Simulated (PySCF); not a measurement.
# FVSCl2 in PySCF: further runs

Aim: see how the results for FVSCl2 move with the level of theory and the settings. Levels: HF, PBE, PBE0. Tasks: MP2 correlation energy, RPA correlation energy, G0W0 quasiparticle levels, excitation energies (Tamm-Dancoff).

Program: PySCF 2.14.0. These are calculated values, not measurements. Logs are shortened: lines on timing, memory, paths and dates and some standing lists are left out, and cuts for length are marked.

## 1. Starting point

The cell holds a molecule in a box, 5 atoms: a = 13.000 Å, b = 13.000 Å, c = 12.000 Å, α = 90.00°, β = 90.00°, γ = 90.00°.

## 2. MP2 correlation energy, HF

File run.py:

```python
import json
import numpy as np
from pyscf.pbc import gto, scf, dft, df
from pyscf.pbc.tools import pyscf_ase
from ase.io import read

atoms = read('VSCl2F.cif')
cell = pyscf_ase.cell_from_ase(atoms)
cell.basis = 'def2-svp'
cell.exp_to_discard = 0
cell.precision = 1e-08
cell.max_memory = 2520  # MB
cell.verbose = 4
cell.build()

res = {}
kpts = cell.make_kpts([1, 1, 1])
mf = scf.KRHF(cell, kpts, exxdiv='ewald')
mf = mf.density_fit()
mf.with_df._cderi = 'cderi.h5'  # three-centre integrals saved by an earlier run on this cell, basis and mesh
mf.conv_tol = 1e-08
mf.max_cycle = 60

mf.kernel()
res.update(converged=bool(mf.converged), e_tot=mf.e_tot, nelec=cell.nelectron, nao=cell.nao, mesh=list(map(int, cell.mesh)), a=cell.lattice_vectors().tolist(), coords=cell.atom_coords().tolist(),
           mo_energy=[np.real(x).tolist() for x in mf.mo_energy], mo_occ=[np.real(x).tolist() for x in mf.mo_occ])
import h5py
print('fit functions by k pair:', sorted({v['0'].shape[0] for v in h5py.File(mf.with_df._cderi)['j3c'].values()}))
res.update(kpts=cell.get_scaled_kpts(kpts).tolist())
res['parts'] = {k: float(np.real(v)) for k, v in mf.scf_summary.items() if np.isscalar(v)}
json.dump(res, open('results.json', 'w'))
if not mf.converged:
    raise SystemExit('SCF not converged')

print('levels (eV)')
for i, kp in enumerate(res['kpts'][:40]):
    print('k %7.4f %7.4f %7.4f  ' % tuple(kp), ' '.join('%.3f' % (x * 27.211386) for x in res['mo_energy'][i][:46]))

# Mulliken populations
dm, s = np.asarray(mf.make_rdm1()), np.asarray(mf.get_ovlp())
sites = cell.aoslice_by_atom()[:, 2:]
tot = np.einsum('kij,kji->i', dm, s).real / len(kpts)
res['mulliken'] = [cell.atom_charge(i) - tot[a0:a1].sum() for i, (a0, a1) in enumerate(sites)]
print('Mulliken charges', np.round(res['mulliken'], 5))

from pyscf.pbc import mp
pt = mp.KMP2(mf, frozen=21)
pt.kernel(with_t2=False)
res.update(e_corr=pt.e_corr, e_ss=getattr(pt, 'e_corr_ss', None), e_os=getattr(pt, 'e_corr_os', None))
res['done'] = True
json.dump(res, open('results.json', 'w'))
```

File VSCl2F.cif:

```cif
data_VSCl2F
_cell_length_a 13.00000000
_cell_length_b 13.00000000
_cell_length_c 12.00000000
_cell_angle_alpha 90.00000000
_cell_angle_beta 90.00000000
_cell_angle_gamma 90.00000000
_space_group_name_H-M_alt 'P1'
_space_group_name_Hall 'P 1'
_space_group_IT_number 1
loop_
_space_group_symop_operation_xyz
'x,y,z'
loop_
_atom_site_label
_atom_site_type_symbol
_atom_site_symmetry_multiplicity
_atom_site_Wyckoff_symbol
_atom_site_fract_x
_atom_site_fract_y
_atom_site_fract_z
_atom_site_occupancy
F1 F 1 a 0.4901269200 0.4518230800 0.6171541700 1
V1 V 1 a 0.5076961500 0.4660000000 0.4768875000 1
S1 S 1 a 0.6263961500 0.3812615400 0.4298791700 1
Cl1 Cl 1 a 0.3756038500 0.4150923100 0.3885125000 1
Cl2 Cl 1 a 0.5397115400 0.6219692300 0.4371708300 1
```

Potentials or basis: def2-svp (all-electron).

Started as:

```bash
> OMP_NUM_THREADS=2 python -u run.py > log
```

The log of the run:

```text
Discarded 0 diffused primitive functions, 0 contracted functions

PySCF version 2.14.0

[INPUT] verbose = 4
[INPUT] num. atoms = 5
[INPUT] num. electrons = 82
[INPUT] charge = 0
[INPUT] spin (= nelec alpha-beta = 2S) = 0
[INPUT] symmetry False subgroup None
[INPUT] Mole.unit = angstrom
[INPUT] Symbol           X                Y                Z      unit          X                Y                Z       unit  Magmom
[INPUT]  1 F      6.371649960000   5.873700040000   7.405850040000 AA   12.040673385996  11.099684413447  13.995028295199 Bohr   0.0
[INPUT]  2 V      6.600049950000   6.058000000000   5.722650000000 AA   12.472286813949  11.447960862615  10.814241206742 Bohr   0.0
[INPUT]  3 S      8.143149950000   4.956400020000   5.158550040000 AA   15.388323196766   9.366238601589   9.748246775464 Bohr   0.0
[INPUT]  4 Cl     4.882850050000   5.396200030000   4.662150000000 AA    9.227249301819  10.197340170070   8.810186651641 Bohr   0.0
[INPUT]  5 Cl     7.016250020000   8.085599990000   5.246049960000 AA   13.258790959274  15.279569533886   9.913597660185 Bohr   0.0

nuclear repulsion = 176.788791303214
number of shells = 41
number of NR pGTOs = 205
number of NR cGTOs = 99
basis = def2-svp
ecp = {}
lattice vectors  a1 [24.566439619, 0.000000000, 0.000000000]
                 a2 [0.000000000, 24.566439619, 0.000000000]
                 a3 [0.000000000, 0.000000000, 22.676713495]
dimension = 3
low_dim_ft_type = None
Cell volume = 13685.6
exp_to_discard = 0
rcut = 40.71454112740717 (nimgs = [2 2 2])
precision = 1e-08
pseudo = None
ke_cutoff = 3024617.421976795
    = [19235 19235 17755] mesh (6569087669875 PWs)

******** <class 'pyscf.pbc.scf.khf.KRHF'> ********
method = KRHF
initial guess = minao
damping factor = 0
level_shift factor = 0
DIIS = <class 'pyscf.scf.diis.CDIIS'>
diis_start_cycle = 1
diis_space = 8
diis_damp = 0
SCF conv_tol = 1e-08
SCF conv_tol_grad = None
SCF max_cycles = 60
direct_scf = True
direct_scf_tol = 1e-13

******** PBC SCF flags ********
N kpts = 1
Exchange divergence treatment (exxdiv) = ewald
    madelung (= occupied orbital energy shift) = 0.11836144888436782
    Total energy shift due to Ewald probe charge = -1/2 * Nelec*madelung = -4.85281940426
DF object = <pyscf.pbc.df.df.GDF object>
Set gradient conv threshold to 0.0001

******** <class 'pyscf.pbc.df.rsdf_builder._RSNucBuilder'> ********
mesh = [47 47 43] (94987 PWs)
ke_cutoff = 16.92809565338868
omega = 0.5036210899858896
exclude_d_aux = False
exclude_dd_block = True
j2c_eig_always = False
has_long_range = True
init E= -2348.16389423648
  HOMO = -0.309817866194  LUMO = -0.0202867620083  gap/eV = 7.87854
cycle= 1 E= -2346.31750925869  delta_E= 1.85  |g|= 1.28  |ddm|= 2.67
  HOMO = -0.478457034349  LUMO = -0.401358420703  gap/eV = 2.09796
cycle= 2 E= -2339.94432851397  delta_E= 6.37  |g|=  6.1  |ddm|=  3.7
  HOMO = -0.410994481406  LUMO = -0.14136594191  gap/eV = 7.33697
cycle= 3 E= -2346.66812231118  delta_E= -6.72  |g|= 0.882  |ddm|= 2.53
  HOMO = -0.401664916565  LUMO = -0.0460342238702  gap/eV = 9.67720
cycle= 4 E= -2346.8066388095  delta_E= -0.139  |g|= 0.281  |ddm|= 0.389
  HOMO = -0.401865900675  LUMO = -0.0220036458092  gap/eV = 10.33658
cycle= 5 E= -2346.82368359793  delta_E= -0.017  |g|= 0.0855  |ddm|= 0.159
  HOMO = -0.39769321562  LUMO = -0.0105446145938  gap/eV = 10.53485
cycle= 6 E= -2346.82602282157  delta_E= -0.00234  |g|= 0.0203  |ddm|= 0.0902
  HOMO = -0.397923973385  LUMO = -0.0113706004785  gap/eV = 10.51865
cycle= 7 E= -2346.82653873884  delta_E= -0.000516  |g|= 0.0158  |ddm|= 0.0463
  HOMO = -0.397947214408  LUMO = -0.0118506948693  gap/eV = 10.50622
cycle= 8 E= -2346.82705836255  delta_E= -0.00052  |g|= 0.00876  |ddm|= 0.0645
  HOMO = -0.398023666299  LUMO = -0.0116927427998  gap/eV = 10.51260
cycle= 9 E= -2346.82736636604  delta_E= -0.000308  |g|= 0.00519  |ddm|= 0.0614
  HOMO = -0.397786805389  LUMO = -0.011053462571  gap/eV = 10.52355
cycle= 10 E= -2346.82748609731  delta_E= -0.00012  |g|= 0.00289  |ddm|= 0.0458
  HOMO = -0.397956843142  LUMO = -0.0110271488101  gap/eV = 10.52889
cycle= 11 E= -2346.82751497988  delta_E= -2.89e-05  |g|= 0.00175  |ddm|= 0.0239
  HOMO = -0.397927816105  LUMO = -0.0105750254203  gap/eV = 10.54041
cycle= 12 E= -2346.82752244234  delta_E= -7.46e-06  |g|= 0.00106  |ddm|= 0.00869
  HOMO = -0.397984060701  LUMO = -0.0103819962398  gap/eV = 10.54719
cycle= 13 E= -2346.82752589778  delta_E= -3.46e-06  |g|= 0.000708  |ddm|= 0.00761
  HOMO = -0.398021234785  LUMO = -0.0101805201148  gap/eV = 10.55368
cycle= 14 E= -2346.82752768982  delta_E= -1.79e-06  |g|= 0.000578  |ddm|= 0.00387
  HOMO = -0.398026452058  LUMO = -0.0099818683791  gap/eV = 10.55923
cycle= 15 E= -2346.82752897995  delta_E= -1.29e-06  |g|= 0.000506  |ddm|= 0.00334
  HOMO = -0.398054768816  LUMO = -0.00972914677907  gap/eV = 10.56688
cycle= 16 E= -2346.82753038914  delta_E= -1.41e-06  |g|= 0.000406  |ddm|= 0.00427
  HOMO = -0.398107414362  LUMO = -0.009185421066  gap/eV = 10.58311
cycle= 17 E= -2346.82753225087  delta_E= -1.86e-06  |g|= 0.000207  |ddm|= 0.00873
  HOMO = -0.398131144545  LUMO = -0.00890398534122  gap/eV = 10.59141
cycle= 18 E= -2346.82753264899  delta_E= -3.98e-07  |g|= 0.000102  |ddm|= 0.0044
  HOMO = -0.398142007499  LUMO = -0.00881582383054  gap/eV = 10.59411
cycle= 19 E= -2346.82753270069  delta_E= -5.17e-08  |g|= 7.12e-05  |ddm|= 0.00136
  HOMO = -0.398147723712  LUMO = -0.0087938529261  gap/eV = 10.59486
cycle= 20 E= -2346.82753271504  delta_E= -1.44e-08  |g|= 4.6e-05  |ddm|= 0.000516
  HOMO = -0.3981459765  LUMO = -0.0087774632958  gap/eV = 10.59526
cycle= 21 E= -2346.82753272067  delta_E= -5.63e-09  |g|= 3.87e-05  |ddm|= 0.000234
  HOMO = -0.398146732381  LUMO = -0.00878092951978  gap/eV = 10.59518
Extra cycle  E= -2346.82753272254  delta_E= -1.87e-09  |g|= 4.32e-05  |ddm|= 8.85e-05
converged SCF energy = -2346.82753272254
fit functions by k pair: [291]
levels (eV)
k  0.0000  0.0000  0.0000   -5429.444 -2848.537 -2848.536 -2501.028 -715.304 -651.441 -537.630 -537.502 -537.381 -279.478 -279.477 -235.337 -209.214 -209.212 -208.666 -208.666 -208.657 -208.656 -170.988 -169.989 -169.979 -92.251 -60.158 -59.911 -59.853 -41.506 -29.471 -29.219 -25.192 -18.557 -18.005 -17.821 -14.656 -14.614 -13.932 -13.536 -13.448 -12.995 -12.491 -11.238 -10.834 -0.239 0.043 0.464 0.815 1.260
Mulliken charges [-0.49283  0.95269 -0.02243 -0.2185  -0.21892]

******** <class 'pyscf.pbc.mp.kmp2.KMP2'> ********
nkpts = 1
nocc = 20
nmo = 78
with_df_ints = True
frozen orbitals = 21
E(KMP2) = -2347.9297613187  E_corr = -1.10222859615829
E(SCS-KMP2) = -2347.84640967209  E_corr = -1.01887694955393
E_corr(same-spin) = -0.350535422118483
E_corr(oppo-spin) = -0.751693174039805
```

Wall time 18 s (2 threads of Intel Xeon at 2.70GHz, shared host); peak memory 1.9 GiB.

What came out:

* Free energy: -63860.4304 eV
* Gap between the frontier levels: 10.60 eV
* Mulliken charges: F -0.49; V +0.95; S -0.02; Cl -0.22 e
* MP2 correlation energy per cell: -29.993 eV

Levels at points of the mesh, in eV from the valence-band top:
```
           k point  band 38  band 39  band 40  band 41  band 42  band 43
(0.00, 0.00, 0.00)    -2.16    -1.66    -0.40     0.00    10.60    10.88
```

Caveat: the basis is small and the box finite, so much correlation energy is missing and levels can be off by tenths of an eV; Mulliken charges move with the basis; this is a molecule in a periodic box at the Γ point, so its band gap is the HOMO-LUMO gap; total energy, band gap and charges are those of the mean-field reference; the basis of atomic orbitals isn't converged, which shifts pressures, moduli and gaps.

## 3. RPA correlation energy, PBE

Edit run.py of step 2 so:

```diff
@@ -17,3 +17,3 @@
 kpts = cell.make_kpts([1, 1, 1])
-mf = scf.KRHF(cell, kpts, exxdiv='ewald')
+mf = dft.KRKS(cell, kpts, xc='pbe')
 mf = mf.density_fit()
@@ -45,6 +45,9 @@
 
-from pyscf.pbc import mp
-pt = mp.KMP2(mf, frozen=21)
-pt.kernel(with_t2=False)
-res.update(e_corr=pt.e_corr, e_ss=getattr(pt, 'e_corr_ss', None), e_os=getattr(pt, 'e_corr_os', None))
+from pyscf.pbc.gw.krpa import KRPA
+rpa = KRPA(mf, frozen=21)
+rpa.kernel()
+res.update(e_corr=rpa.e_corr, e_hf=rpa.e_hf, e_rpa=rpa.e_tot)
+rpa.fc = True  # again, with the correction for q -> 0
+rpa.kernel()
+res['e_corr_fc'] = rpa.e_corr
 res['done'] = True
```

VSCl2F.cif is that of step 2.

Potentials or basis: def2-svp (all-electron).

Started as:

```bash
> OMP_NUM_THREADS=2 python -u run.py > log
```

The log of the run:

```text
Discarded 0 diffused primitive functions, 0 contracted functions

PySCF version 2.14.0

[INPUT] verbose = 4
[INPUT] num. atoms = 5
[INPUT] num. electrons = 82
[INPUT] charge = 0
[INPUT] spin (= nelec alpha-beta = 2S) = 0
[INPUT] symmetry False subgroup None
[INPUT] Mole.unit = angstrom
[INPUT] Symbol           X                Y                Z      unit          X                Y                Z       unit  Magmom
[INPUT]  1 F      6.371649960000   5.873700040000   7.405850040000 AA   12.040673385996  11.099684413447  13.995028295199 Bohr   0.0
[INPUT]  2 V      6.600049950000   6.058000000000   5.722650000000 AA   12.472286813949  11.447960862615  10.814241206742 Bohr   0.0
[INPUT]  3 S      8.143149950000   4.956400020000   5.158550040000 AA   15.388323196766   9.366238601589   9.748246775464 Bohr   0.0
[INPUT]  4 Cl     4.882850050000   5.396200030000   4.662150000000 AA    9.227249301819  10.197340170070   8.810186651641 Bohr   0.0
[INPUT]  5 Cl     7.016250020000   8.085599990000   5.246049960000 AA   13.258790959274  15.279569533886   9.913597660185 Bohr   0.0

nuclear repulsion = 176.788791303214
number of shells = 41
number of NR pGTOs = 205
number of NR cGTOs = 99
basis = def2-svp
ecp = {}
lattice vectors  a1 [24.566439619, 0.000000000, 0.000000000]
                 a2 [0.000000000, 24.566439619, 0.000000000]
                 a3 [0.000000000, 0.000000000, 22.676713495]
dimension = 3
low_dim_ft_type = None
Cell volume = 13685.6
exp_to_discard = 0
rcut = 40.71454112740717 (nimgs = [2 2 2])
precision = 1e-08
pseudo = None
ke_cutoff = 3024617.421976795
    = [19235 19235 17755] mesh (6569087669875 PWs)

******** <class 'pyscf.pbc.dft.krks.KRKS'> ********
method = KRKS
initial guess = minao
damping factor = 0
level_shift factor = 0
DIIS = <class 'pyscf.scf.diis.CDIIS'>
diis_start_cycle = 1
diis_space = 8
diis_damp = 0
SCF conv_tol = 1e-08
SCF conv_tol_grad = None
SCF max_cycles = 60
direct_scf = True
direct_scf_tol = 1e-13

******** PBC SCF flags ********
N kpts = 1
Exchange divergence treatment (exxdiv) = ewald
    madelung (= occupied orbital energy shift) = 0.11836144888436782
    Total energy shift due to Ewald probe charge = -1/2 * Nelec*madelung = -4.85281940426
DF object = <pyscf.pbc.df.df.GDF object>
XC functionals = pbe
small_rho_cutoff = 0
radial grids:
    Treutler-Ahlrichs [JCP 102, 346 (1995); DOI:10.1063/1.469408] (M4) radial grids

becke partition: Becke, JCP 88, 2547 (1988); DOI:10.1063/1.454033
pruning grids: <function nwchem_prune>
grids dens level: 3
symmetrized grids: False
atomic radii adjust function: <function treutler_atomic_radii_adjust>
Set gradient conv threshold to 0.0001

******** <class 'pyscf.pbc.df.rsdf_builder._RSNucBuilder'> ********
mesh = [47 47 43] (94987 PWs)
ke_cutoff = 16.92809565338868
omega = 0.5036210899858896
exclude_d_aux = False
exclude_dd_block = True
j2c_eig_always = False
has_long_range = True
tot grids = 91806
cell vol = 13685.6224  sum(weights) = 13719.6458
nelec by numeric integration = 81.99999732729395
init E= -2362.82390329881
  HOMO = -0.298951850562  LUMO = -0.220389325846  gap/eV = 2.13780
nelec by numeric integration = 81.9999997554175
cycle= 1 E= -2361.00130017414  delta_E= 1.82  |g|= 0.94  |ddm|= 3.07
  HOMO = -0.103967861605  LUMO = 0.0269044129312  gap/eV = 3.56122
nelec by numeric integration = 81.99999835142975
cycle= 2 E= -2359.29091000883  delta_E= 1.71  |g|= 2.28  |ddm|= 2.89
  HOMO = -0.242254052027  LUMO = -0.192451080335  gap/eV = 1.35521
nelec by numeric integration = 81.99999972721523
cycle= 3 E= -2360.15821427565  delta_E= -0.867  |g|= 2.48  |ddm|= 3.22
  HOMO = -0.243205469633  LUMO = -0.196949081338  gap/eV = 1.25870
nelec by numeric integration = 81.99999974964717
cycle= 4 E= -2359.7459388379  delta_E= 0.412  |g|= 2.96  |ddm|= 0.226
  HOMO = -0.245713373745  LUMO = -0.198605650097  gap/eV = 1.28187
nelec by numeric integration = 81.99999975993296
cycle= 5 E= -2359.72296991138  delta_E= 0.023  |g|= 2.99  |ddm|= 0.0565
  HOMO = -0.242885577276  LUMO = -0.198539736861  gap/eV = 1.20671
nelec by numeric integration = 81.99999962267037
cycle= 6 E= -2360.1042689339  delta_E= -0.381  |g|= 2.58  |ddm|= 0.492
  HOMO = -0.235470591187  LUMO = -0.183160085114  gap/eV = 1.42344
nelec by numeric integration = 81.99999977750595
cycle= 7 E= -2360.16866768459  delta_E= -0.0644  |g|=  2.4  |ddm|= 0.673
  HOMO = -0.235702831973  LUMO = -0.184092453537  gap/eV = 1.40439
[... 19 lines left out ...]
cycle= 14 E= -2361.19418911995  delta_E= -0.000882  |g|= 0.00891  |ddm|= 0.0506
  HOMO = -0.248763577847  LUMO = -0.158995763992  gap/eV = 2.44271
nelec by numeric integration = 81.99999943973135
cycle= 15 E= -2361.19420835866  delta_E= -1.92e-05  |g|= 0.00451  |ddm|= 0.0119
  HOMO = -0.248719194622  LUMO = -0.159097248281  gap/eV = 2.43874
nelec by numeric integration = 81.99999944221628
cycle= 16 E= -2361.19421278451  delta_E= -4.43e-06  |g|= 0.00136  |ddm|= 0.00464
  HOMO = -0.248771493918  LUMO = -0.159131580255  gap/eV = 2.43923
nelec by numeric integration = 81.99999944180465
cycle= 17 E= -2361.19421324749  delta_E= -4.63e-07  |g|= 0.000639  |ddm|= 0.00126
  HOMO = -0.248763942056  LUMO = -0.159111032864  gap/eV = 2.43958
nelec by numeric integration = 81.99999944170818
cycle= 18 E= -2361.19421332842  delta_E= -8.09e-08  |g|= 4.49e-05  |ddm|= 0.000358
  HOMO = -0.248766207166  LUMO = -0.159113694685  gap/eV = 2.43957
nelec by numeric integration = 81.99999944169514
cycle= 19 E= -2361.19421332903  delta_E= -6.13e-10  |g|= 1.14e-05  |ddm|= 4.97e-05
  HOMO = -0.248765909418  LUMO = -0.159110821575  gap/eV = 2.43964
nelec by numeric integration = 81.99999944166417
Extra cycle  E= -2361.19421332709  delta_E= 1.94e-09  |g|= 9.55e-05  |ddm|= 6.55e-05
converged SCF energy = -2361.19421332709
fit functions by k pair: [291]
levels (eV)
k  0.0000  0.0000  0.0000   -5326.644 -2738.674 -2738.672 -2395.526 -660.466 -596.624 -503.797 -503.736 -503.584 -249.816 -249.814 -209.028 -190.667 -190.667 -190.577 -190.576 -190.536 -190.535 -155.252 -155.229 -155.226 -69.689 -44.793 -44.540 -44.304 -28.165 -20.141 -19.971 -16.746 -11.166 -10.507 -10.429 -9.531 -9.351 -8.781 -8.554 -8.390 -7.936 -7.833 -6.889 -6.769 -4.330 -4.248 -3.426 -3.073 -2.811
Mulliken charges [-0.26501  0.52421 -0.05083 -0.10409 -0.10428]

******** <class 'pyscf.pbc.gw.krpa.KRPA'> ********
method = KRPA
RPA nocc = 20, nvir = 58, nkpts = 1
frozen orbitals = 21
grid type = legendre
outcore mode = False
RPA finite size corrections = False
ACFD exchange energy = False

******** <class 'pyscf.pbc.gw.krpa.KRPA'> ********
method = KRPA
RPA nocc = 20, nvir = 58, nkpts = 1
frozen orbitals = 21
grid type = legendre
outcore mode = False
RPA finite size corrections = True
ACFD exchange energy = False
```

Wall time 69 s (2 threads of Intel Xeon at 2.70GHz, shared host); peak memory 1.9 GiB.

Results:

| Quantity | Value |
| --- | --- |
| Free energy | -64251.3677 eV |
| Gap between the frontier levels, mean-field level | 2.44 eV |
| Mulliken charges | F -0.27; V +0.52; S -0.05; Cl -0.10 e |
| RPA correlation energy | -8.293 eV/atom |
| RPA correlation energy per cell | -41.467 eV |

Caveat: the basis is small and the box finite, so much correlation energy is missing and levels can be off by tenths of an eV; Mulliken charges move with the basis; this is a molecule in a periodic box at the Γ point, so its band gap is the HOMO-LUMO gap; total energy, band gap and charges are those of the mean-field reference; the basis of atomic orbitals isn't converged, which shifts pressures, moduli and gaps.

(Continued in part 2 of 2.)
